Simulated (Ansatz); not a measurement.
Cd3Se:

```
CELL_PARAMETERS angstrom
-2.04095 2.04095 6.08708
2.04095 -2.04095 6.08708
2.04095 2.04095 -6.08708
ATOMIC_POSITIONS crystal
Cd 0.50000 0.50000 0.00000
Cd 0.25000 0.75000 0.50000
Cd 0.75000 0.25000 0.50000
Se 0.00000 0.00000 0.00000
```

The cell comes from a database or a generator and needn't be the stable form of this composition.

Program: Ansatz 0.2.0. Alike in all runs: task band structure; potentials or basis Ansatz PAW; no spin polarisation; cell as given; k mesh 9 × 9 × 9; smearing fermi-dirac 0.05 eV.

Order these runs on this cell by their pressure, lowest first.
A. level PBEsol; cutoff (eV) 420
B. level PBE; cutoff (eV) 420
C. level LDA; cutoff (eV) 420
D. level r2SCAN; cutoff (eV) 500

C (-5.6 GPa), A (-3.7 GPa), D (-2.2 GPa), B (-0.5 GPa).

Caveats: the PAW data sets come from PBE, with cores solved anew for the run's functional, which leaves a small shift of forces and pressure (some runs).

Not every run made on this cell is shown here.
